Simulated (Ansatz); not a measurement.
# GaF (Pm-3m) in Ansatz: a series of runs

The runs below take GaF through band structure, phonons, with BLYP, r2SCAN, PBE, LDA.

Everything below comes from runs of Ansatz 0.2.0. Logs are shortened: lines on timing, memory, paths and dates and some standing lists are left out, and cuts for length are marked.

**1. The structure**

Symmetry: Pm-3m, No. 221, cubic system. Conventional cell: a = 3.166 Å, b = 3.166 Å, c = 3.166 Å, α = 90.00°, β = 90.00°, γ = 90.00°. Around Ga (site symmetry m-3m) lie 8 F at 2.74 Å. F (site symmetry m-3m) has 8 Ga at 2.74 Å as nearest neighbours.

The cell was built by a generator and needn't be a form met in nature.

**2. Band structure, BLYP**

The input, input.yaml:

```yaml
crystal:
  lattice:
    - [3.16592, 0.0, 0.0]
    - [0.0, 3.16592, 0.0]
    - [0.0, 0.0, 3.16592]
  atoms:
    - { symbol: Ga, position: [0.0, 0.0, 0.0] }
    - { symbol: F, position: [0.5, 0.5, 0.5] }
hamiltonian:
  xc: blyp
  pseudopotentials: { kind: paw }
kpoints:
  mp_grid: { grid: [8, 8, 8] }
  band_path:
    path:
      - [[0.0, 0.0, 0.0], [0.0, 0.5, 0.0], [0.5, 0.5, 0.0], [0.0, 0.0, 0.0], [0.5, 0.5, 0.5], [0.0, 0.5, 0.0]]
      - [[0.5, 0.5, 0.0], [0.5, 0.5, 0.5]]
    npoints: 14
scf:
  occupations: { method: fermi_dirac, width: 0.05 }
  n_extra_bands: 6
output:
  forces: true
  stress: true
  eigenvalues: true
  fatbands: true
```

Potentials or basis: Ansatz PAW.

The run is started by

```
$ ansatz run input.yaml --threads 2 --pin off --max-ram 5632MiB --backend cpu --events-out ev --progress --plain --runs-dir out
```

Log:

```text
Warning: RAYON_NUM_THREADS=2 ignored (pool sized by the plan → 2); use --threads N
scf.n_extra_bands = 6 over 10 filled bands (N_el = 20.0): the run solves 16 bands
Engine: ansatz 0.2.0, aarch64-unknown-linux-gnu
Pseudopotentials: kind: paw
Pseudopotential: Ga, paw, valence charge 13, recommended cutoff 420 eV (normal), Ga.paw.azcp
Pseudopotential: F, paw, valence charge 7, recommended cutoff 420 eV (normal), F.paw.azcp
Functional definition: BLYP
  parameter beta = 0.0042
  parameter a = 0.04918
  parameter b = 0.132
  parameter c = 0.2533
  parameter d = 0.349
  exchange = b88_x(beta = beta)
  correlation = lyp_c(a = a, b = b, c = c, d = d)
Crystal: 2 atoms, lattice volume = 31.732 Å³
Basis set: ecut = 420 eV, 619 PW (Γ), exchange–correlation on 48×48×48 points (8 copies of the dense FFT grid, shifted against one another)
Bands: 16, of which v1, the nominal top of the filled ones, is band 10 counted from 1 (9 counted from 0)
Symmetry: 48 space group operations
Space group: Pm-3m (ITA 221), of the structure as read, at distance tolerance 3.2e-5 Å
k-points: 35 of 512
Non-local potential: Ga, projectors of the file, l = 0: 2, l = 1: 2, l = 2: 3, l = 3: 1
Non-local potential: F, projectors of the file, l = 0: 2, l = 1: 2, l = 2: 1
PAW form: soft (Blöchl's): semilocal exchange-correlation on the pseudo side does not see the compensation charge
PAW frozen core: Ga, regenerated for the run's functional, and the local potential with it (the file was generated under x = pbe(κ = 0.804, μ = 0.2195149727645171), c = pbe(β = 0.06672455060314922))
PAW frozen core: F, regenerated for the run's functional, and the local potential with it (the file was generated under x = pbe(κ = 0.804, μ = 0.2195149727645171), c = pbe(β = 0.06672455060314922))
PAW one-centre angular grid: Ga, 590 points (default); XC on 64 Gauss nodes
PAW one-centre angular grid: F, 110 points (default); XC on 64 Gauss nodes
Initial density: superposition of atomic densities (neutral atoms: chi_scale 0, normalization atom), corrected by the library's trained network
Initial wavefunctions: pseudopotential atomic-orbital guess
Functional: x = b88, c = lyp
SCF iter   1: F=—  HF=-4603.867841 eV  |F-HF|=—  |Δ(HF+E_count)|=         —  Δρ=1.48e-2  dr2=4.10e-2  ethr=1.77e-3  ⟨swp⟩=5.7  Hψ=2798  notcnv=0  defer=5
preconditioner: auto → none  [insulator: Δε(μ)=0.750 eV  Ē_g=20.636 eV  σ=0.050 eV  W_gap=1.00  n_scr=6 (ndim 8)  ℏωp=29.5 eV  f_vac=0.000  D(μ)=0.00/eV (n_scr^D=0)  ε∞_Penn≈3.0]
SCF iter   2: F=—  HF=-4603.859045 eV  |F-HF|=—  |Δ(HF+E_count)|=   8.80e-3  Δρ=4.11e-3  dr2=3.23e-3  ethr=2.05e-4  ⟨swp⟩=2.1  Hψ=1029  notcnv=0  defer=46
SCF iter   3: F=—  HF=-4603.859027 eV  |F-HF|=—  |Δ(HF+E_count)|=   1.81e-5  Δρ=8.61e-4  dr2=1.32e-4  ethr=1.61e-5  ⟨swp⟩=2.0  Hψ=615  notcnv=0  defer=46
SCF iter   4: F=—  HF=-4603.859089 eV  |F-HF|=—  |Δ(HF+E_count)|=   6.20e-5  Δρ=2.93e-4  dr2=1.46e-5  ethr=6.61e-7  ⟨swp⟩=2.0  Hψ=791  notcnv=0  defer=46
SCF iter   5: F=—  HF=-4603.859090 eV  |F-HF|=—  |Δ(HF+E_count)|=   1.41e-6  Δρ=3.11e-5  dr2=2.48e-7  ethr=7.31e-8  ⟨swp⟩=2.0  Hψ=803  notcnv=0  defer=46
SCF iter   6: F=-4603.859090 eV  HF=-4603.859090 eV  |F-HF|=6.63e-9  |Δ(HF+E_count)|=   1.20e-7  Δρ=1.03e-5  dr2=1.10e-8  ethr=5.00e-10  ⟨swp⟩=7.2  Hψ=2519  notcnv=0
SCF 1 converged in 6 iterations: F = -4603.859090 eV  dr2 = 1.10e-8
NSCF: frozen V_eff on 86 k-points
SCF converged after 6 iterations
Free energy (F): -4603.859090 eV
Harris-Foulkes:  -4603.859090 eV  (|F-HF|=6.63e-9)
Internal energy: -4603.859088 eV  (E = F + TS)
E sigma→0 (E₀):  -4603.859089 eV
Entropy (-TS):   -0.000003 eV (-0.001 meV/atom)
Fermi energy:    6.235857 eV
--- Per-component energies (eV) ---
  E_band       = -94.133574
  E_kinetic    = 318.490094
  E_local      = -2378.034102  (includes V_loc(G=0)·N_el)
  E_nonlocal   = 488.609774
  E_hartree    = 1048.415150
  E_xc         = -148.124638
  E_vxc        = -157.997855  (∫ρ·V_xc dr)
  E_paw        = -2194.675861  (= ΣΔE_a)
  E_vpaw       = -462.029073  (= ΣTr[D̂ρ^β])
  E_aug_tail   = 0.001990  (compensation charges beyond the density's cutoff)
  E_ewald      = -1738.560515
  E_core_change = 0.019021  (= ΣΔE_core)
  E_smearing   = -0.000003  (= −TS)
  E_closure    = -0.000000  (closes the sum)
  Σ components = -4603.859090   (vs F -4603.859090, Δ=0.00e0)
--- Forces (eV/Å), atoms counted from 1 ---
  atom   1  Ga    -0.00000000     0.00000000    -0.00000000
  atom   2  F      0.00000000    -0.00000000     0.00000000
  max |Σ_I F_I| component: 3.30e-29 eV/Å
--- Stress (GPa, compression-positive) ---
        3.327988       0.000000       0.000000
        0.000000       3.327988       0.000000
        0.000000       0.000000       3.327988
  P = ⅓ Tr σ = 3.3280 GPa (33.280 kbar)
--- Band table (eV; the first three rows and the last of 35) ---
  k-point 0: bands = ["-16.0167", "-8.2672", "-8.2672", "-8.1020", "-8.1020", "-8.1020", "0.0802", "2.6659", "2.6659", "2.6659", "14.3831", "14.3831", "14.3831", "16.2677", "16.2677", "23.0300"]
  k-point 1: bands = ["-15.9957", "-8.2659", "-8.2499", "-8.1090", "-8.1090", "-8.1015", "-0.0428", "2.7043", "2.7043", "2.8709", "12.4657", "14.4029", "14.4029", "16.4767", "18.0847", "23.8156"]
  k-point 2: bands = ["-15.9444", "-8.2627", "-8.2087", "-8.1256", "-8.1256", "-8.1001", "-0.3196", "2.7981", "2.7981", "3.4617", "10.0305", "14.4473", "14.4473", "17.0981", "20.2029", "24.4081"]
  k-point 34: bands = ["-15.6661", "-8.2084", "-8.2084", "-8.2084", "-8.0620", "-8.0620", "2.1342", "2.1342", "2.1342", "5.8798", "8.5677", "8.5677", "8.5677", "18.3784", "18.3784", "18.3784"]
```

It took 1.3 s on 2 threads of Arm Neoverse V2, shared host; peak memory 0.28 GiB.

What came out:

* Free energy: -4603.8591 eV
* Pressure: 3.3 GPa
* Band gap on the k mesh: 0.77 eV, indirect (least direct gap 1.39 eV)
* Band gap along the path: 0.77 eV, indirect (least direct gap 1.39 eV)

Levels at the corners of the path, in eV from the valence-band top:
```
point  band 7  band 8  band 9  band 10  band 11  band 12  band 13  band 14
    Γ   -5.80   -3.21   -3.21    -3.21     8.50     8.50     8.50    10.39
    X   -6.56   -2.95   -2.95    -0.63     0.77     8.62     8.62    13.06
    M   -4.58   -4.58   -2.85    -2.50     3.75     3.75     9.74    10.39
    Γ   -5.80   -3.21   -3.21    -3.21     8.50     8.50     8.50    10.39
    R   -3.75   -3.75   -3.75     0.00     2.69     2.69     2.69    12.50
    X   -6.56   -2.95   -2.95    -0.63     0.77     8.62     8.62    13.06
    M   -4.58   -4.58   -2.85    -2.50     3.75     3.75     9.74    10.39
    R   -3.75   -3.75   -3.75     0.00     2.69     2.69     2.69    12.50
```

Caveat: the pressure holds a Pulay correction of +0.5 GPa for the finite cutoff; the PAW data sets come from PBE, with cores solved anew for the run's functional, which leaves a small shift of forces and pressure. BLYP gaps usually lie below the measured ones, often by a third to a half.

**3. Band structure, r2SCAN**

Edit input.yaml of step 2 so:

```diff
@@ -9,3 +9,3 @@
 hamiltonian:
-  xc: blyp
+  xc: r2scan
   pseudopotentials: { kind: paw }
@@ -25,2 +25,2 @@
   eigenvalues: true
-  fatbands: true
+  fatbands: false
```

Potentials or basis: Ansatz PAW.

The run is started by

```
$ ansatz run input.yaml --threads 2 --pin off --max-ram 5632MiB --backend cpu --events-out ev --progress --plain --runs-dir out
```

Run time: 2.1 s. Hardware: 2 threads of Arm Neoverse V2, shared host; peak memory 0.34 GiB.

Results (log left out):

* Free energy: -4599.7614 eV
* Pressure: -1.9 GPa
* Band gap on the k mesh: 0.52 eV, indirect (least direct gap 1.46 eV)
* Band gap along the path: 0.52 eV, indirect (least direct gap 1.46 eV)

Levels at the corners of the path, in eV from the valence-band top:
| point | band 8 | band 9 | band 10 | band 11 | band 12 | band 13 |
| --- | --- | --- | --- | --- | --- | --- |
| Γ | -3.77 | -3.77 | -3.77 | 8.65 | 8.65 | 8.65 |
| X | -3.50 | -3.50 | -0.94 | 0.52 | 8.78 | 8.78 |
| M | -5.15 | -3.41 | -2.68 | 3.60 | 3.60 | 9.74 |
| Γ | -3.77 | -3.77 | -3.77 | 8.65 | 8.65 | 8.65 |
| R | -4.33 | -4.33 | 0.00 | 2.52 | 2.52 | 2.52 |
| X | -3.50 | -3.50 | -0.94 | 0.52 | 8.78 | 8.78 |
| M | -5.15 | -3.41 | -2.68 | 3.60 | 3.60 | 9.74 |
| R | -4.33 | -4.33 | 0.00 | 2.52 | 2.52 | 2.52 |

Caveat: the PAW data sets come from PBE, with cores solved anew for the run's functional, which leaves a small shift of forces and pressure. r2SCAN opens gaps a little over a GGA but as a rule still falls short of measured ones.

**4. Band structure, PBE**

Edit input.yaml of step 3 so:

```diff
@@ -9,3 +9,3 @@
 hamiltonian:
-  xc: r2scan
+  xc: pbe
   pseudopotentials: { kind: paw }
```

The run is started by

```
$ ansatz run input.yaml --threads 2 --pin off --max-ram 5632MiB --backend cpu --events-out ev --progress --plain --runs-dir out
```

It took 1 s on 2 threads of Arm Neoverse V2, shared host; peak memory 0.27 GiB.

Results (log left out):

```yaml
Free_energy: -4591.2952 eV
Pressure: 0.0 GPa
Band_gap_on_the_k_mesh: 0.34 eV, indirect (least direct gap 1.13 eV)
Band_gap_along_the_path: 0.34 eV, indirect (least direct gap 1.13 eV)
```

Levels at the corners of the path, in eV from the valence-band top:
| point | band 8 | band 9 | band 10 | band 11 | band 12 | band 13 |
| --- | --- | --- | --- | --- | --- | --- |
| Γ | -3.45 | -3.45 | -3.45 | 8.32 | 8.32 | 8.32 |
| X | -3.18 | -3.18 | -0.79 | 0.34 | 8.46 | 8.46 |
| M | -4.87 | -3.09 | -2.64 | 3.44 | 3.44 | 9.14 |
| Γ | -3.45 | -3.45 | -3.45 | 8.32 | 8.32 | 8.32 |
| R | -4.01 | -4.01 | 0.00 | 2.34 | 2.34 | 2.34 |
| X | -3.18 | -3.18 | -0.79 | 0.34 | 8.46 | 8.46 |
| M | -4.87 | -3.09 | -2.64 | 3.44 | 3.44 | 9.14 |
| R | -4.01 | -4.01 | 0.00 | 2.34 | 2.34 | 2.34 |

Caveat: the pressure holds a Pulay correction of +0.4 GPa for the finite cutoff.

**5. Band structure, PBE**

Edit input.yaml of step 4 so:

```diff
@@ -25,2 +25,2 @@
   eigenvalues: true
-  fatbands: false
+  fatbands: true
```

Potentials or basis: Ansatz PAW.

The run is started by

```
$ ansatz run input.yaml --threads 2 --pin off --max-ram 5632MiB --backend cpu --events-out ev --progress --plain --runs-dir out
```

Log:

```text
Warning: RAYON_NUM_THREADS=2 ignored (pool sized by the plan → 2); use --threads N
scf.n_extra_bands = 6 over 10 filled bands (N_el = 20.0): the run solves 16 bands
[... 4 set-up lines as earlier in the session ...]
Functional definition: PBE
  parameter kappa = 0.804
  parameter beta = 0.06672455060314922
  exchange = pbe_x(kappa = kappa, mu = beta*pi^2/3)
  correlation = pbe_c(beta = beta)
Crystal: 2 atoms, lattice volume = 31.732 Å³
Basis set: ecut = 420 eV, 619 PW (Γ), exchange–correlation on 48×48×48 points (8 copies of the dense FFT grid, shifted against one another)
Bands: 16, of which v1, the nominal top of the filled ones, is band 10 counted from 1 (9 counted from 0)
[... 2 set-up lines as earlier in the session ...]
k-points: 35 of 512
[... 7 set-up lines as earlier in the session ...]
Functional: x = pbe(κ = 0.804, μ = 0.2195149727645171), c = pbe(β = 0.06672455060314922)
SCF iter   1: F=—  HF=-4591.295083 eV  |F-HF|=—  |Δ(HF+E_count)|=         —  Δρ=1.03e-3  dr2=2.15e-4  ethr=1.77e-3  ⟨swp⟩=5.7  Hψ=2784  notcnv=0  defer=3
preconditioner: auto → none  [insulator: Δε(μ)=0.336 eV  Ē_g=20.417 eV  σ=0.050 eV  W_gap=0.92  n_scr=6 (ndim 8)  ℏωp=29.5 eV  f_vac=0.000  D(μ)=0.01/eV (n_scr^D=0)  ε∞_Penn≈3.1]
SCF iter   2: F=—  HF=-4591.295117 eV  |F-HF|=—  |Δ(HF+E_count)|=   3.38e-5  Δρ=7.71e-4  dr2=5.56e-5  ethr=1.08e-6  ⟨swp⟩=2.3  Hψ=1193  notcnv=0  defer=9
SCF iter   3: F=—  HF=-4591.295170 eV  |F-HF|=—  |Δ(HF+E_count)|=   5.38e-5  Δρ=2.41e-4  dr2=7.94e-6  ethr=2.78e-7  ⟨swp⟩=2.0  Hψ=808  notcnv=0  defer=9
SCF iter   4: F=—  HF=-4591.295201 eV  |F-HF|=—  |Δ(HF+E_count)|=   3.10e-5  Δρ=4.59e-5  dr2=6.42e-7  ethr=3.97e-8  ⟨swp⟩=2.0  Hψ=782  notcnv=0  defer=10
iter 5 did not close the SCF: its close was put off for the readings that it lacked (scf_convergence_deferred on its scf_iter line)
SCF iter   5: F=-4591.295201 eV  HF=-4591.295201 eV  |F-HF|=8.12e-9  |Δ(HF+E_count)|=   4.65e-8  Δρ=1.39e-5  dr2=2.96e-8  ethr=3.21e-9  ⟨swp⟩=2.0  Hψ=820  notcnv=0  defer=11
SCF iter   6: F=-4591.295201 eV  HF=-4591.295201 eV  |F-HF|=4.28e-10  |Δ(HF+E_count)|=   2.53e-8  Δρ=1.20e-6  dr2=3.81e-10  ethr=1.48e-10  ⟨swp⟩=4.3  Hψ=2169  notcnv=0
SCF 1 converged in 6 iterations: F = -4591.295201 eV  dr2 = 3.81e-10
NSCF: frozen V_eff on 86 k-points
SCF converged after 6 iterations
Free energy (F): -4591.295201 eV
Harris-Foulkes:  -4591.295201 eV  (|F-HF|=4.28e-10)
Internal energy: -4591.295105 eV  (E = F + TS)
E sigma→0 (E₀):  -4591.295153 eV
Entropy (-TS):   -0.000097 eV (-0.048 meV/atom)
Fermi energy:    6.008349 eV
--- Per-component energies (eV) ---
  E_band       = -98.838892
  E_kinetic    = 317.805626
  E_local      = -2380.464906  (includes V_loc(G=0)·N_el)
  E_nonlocal   = 493.172576
  E_hartree    = 1047.173845
  E_xc         = -149.057596
  E_vxc        = -159.697761  (∫ρ·V_xc dr)
  E_paw        = -2181.366133  (= ΣΔE_a)
  E_vpaw       = -464.003545  (= ΣTr[D̂ρ^β])
  E_aug_tail   = 0.001998  (compensation charges beyond the density's cutoff)
  E_ewald      = -1738.560515
  E_smearing   = -0.000097  (= −TS)
  E_closure    = -0.000000  (closes the sum)
  Σ components = -4591.295201   (vs F -4591.295201, Δ=0.00e0)
--- Forces (eV/Å), atoms counted from 1 ---
  atom   1  Ga    -0.00000000     0.00000000    -0.00000000
  atom   2  F      0.00000000     0.00000000    -0.00000000
  max |Σ_I F_I| component: 3.34e-29 eV/Å
--- Stress (GPa, compression-positive) ---
        0.047918       0.000000       0.000000
        0.000000       0.047918       0.000000
        0.000000       0.000000       0.047918
  P = ⅓ Tr σ = 0.0479 GPa (0.479 kbar)
--- Band table (eV; the first three rows and the last of 35) ---
  k-point 0: bands = ["-16.3805", "-8.4641", "-8.4641", "-8.2968", "-8.2968", "-8.2968", "-0.2085", "2.4135", "2.4135", "2.4135", "14.1895", "14.1895", "14.1895", "15.6215", "15.6215", "22.6552"]
  k-point 1: bands = ["-16.3594", "-8.4627", "-8.4466", "-8.3038", "-8.3038", "-8.2962", "-0.3295", "2.4524", "2.4524", "2.6139", "12.1387", "14.2125", "14.2125", "15.8316", "17.5605", "23.4571"]
  k-point 2: bands = ["-16.3078", "-8.4593", "-8.4052", "-8.3208", "-8.3208", "-8.2948", "-0.6039", "2.5474", "2.5474", "3.1992", "9.6852", "14.2649", "14.2649", "16.4577", "19.6838", "23.7425"]
  k-point 34: bands = ["-16.0270", "-8.4058", "-8.4058", "-8.4058", "-8.2563", "-8.2563", "1.8528", "1.8528", "1.8528", "5.8672", "8.2113", "8.2113", "8.2113", "17.7815", "17.7815", "17.7815"]
```

fatbands.tsv:

```text
# ik	k_distance	band	e_minus_ef	ga0_l0_4S	ga0_l1_4P	ga0_l2_3D	f1_l0_2S	f1_l1_2P
# fermi_ev = 6.008349
# lock_threshold_ev = 1e-12
# [0, 0, 0] at k_distance = 0.000000
# [0, 0.5, 0] at k_distance = 0.992316
# [0.5, 0.5, 0] at k_distance = 1.984632
# [0, 0, 0] at k_distance = 3.387978
# [0.5, 0.5, 0.5] at k_distance = 5.106720
# [0, 0.5, 0] at k_distance = 6.510066
# [0.5, 0.5, 0] at k_distance = 6.510066
# [0.5, 0.5, 0.5] at k_distance = 7.502382
# jumps = 71
# n_points = 86
0	0.000000	0	-22.388858	0.073904	0.000000	0.000000	0.925857	0.000000
0	0.000000	1	-14.472441	0.000000	0.000000	0.999926	0.000000	0.000000
0	0.000000	2	-14.472441	0.000000	0.000000	0.999926	0.000000	0.000000
0	0.000000	3	-14.305128	0.000000	0.000000	0.999995	0.000000	0.000000
0	0.000000	4	-14.305128	0.000000	0.000000	0.999995	0.000000	0.000000
0	0.000000	5	-14.305128	0.000000	0.000000	0.999995	0.000000	0.000000
[... 1128 lines left out ...]
70	6.510066	14	14.026060	0.000000	0.000000	0.000000	0.000000	0.000000
70	6.510066	15	16.266941	0.000179	0.000000	0.000006	0.000000	0.001221

71	6.510066	0	-22.138682	0.000000	0.000000	0.003396	0.995256	0.000000
71	6.510066	1	-14.406599	0.002328	0.000000	0.997658	0.000000	0.000000
71	6.510066	2	-14.372351	0.000000	0.000000	0.996596	0.003390	0.000000
71	6.510066	3	-14.342031	0.000000	0.000000	0.999993	0.000000	0.000000
71	6.510066	4	-14.342031	0.000000	0.000000	0.999993	0.000000	0.000000
71	6.510066	5	-14.267178	0.000000	0.000000	0.999995	0.000000	0.000000
[... 232 lines left out ...]
85	7.502382	14	11.773131	0.000000	0.000000	0.000023	0.000000	0.016699
85	7.502382	15	11.773131	0.000000	0.000000	0.000023	0.000000	0.016699
```

Run time: 1.2 s. Hardware: 2 threads of Arm Neoverse V2, shared host; peak memory 0.28 GiB.

What came out:

* Free energy: -4591.2952 eV
* Pressure: 0.0 GPa
* Band gap on the k mesh: 0.34 eV, indirect (least direct gap 1.13 eV)
* Band gap along the path: 0.34 eV, indirect (least direct gap 1.13 eV)

Levels at the corners of the path, in eV from the valence-band top:
```csv
point,band 8,band 9,band 10,band 11,band 12,band 13
Γ,-3.45,-3.45,-3.45,8.32,8.32,8.32
X,-3.18,-3.18,-0.79,0.34,8.46,8.46
M,-4.87,-3.09,-2.64,3.44,3.44,9.14
Γ,-3.45,-3.45,-3.45,8.32,8.32,8.32
R,-4.01,-4.01,0.00,2.34,2.34,2.34
X,-3.18,-3.18,-0.79,0.34,8.46,8.46
M,-4.87,-3.09,-2.64,3.44,3.44,9.14
R,-4.01,-4.01,0.00,2.34,2.34,2.34
```

Caveat: the pressure holds a Pulay correction of +0.4 GPa for the finite cutoff. A hybrid or GW would open this gap; PBE tends to underestimate it.

(Part 1 of 2 ends here.)
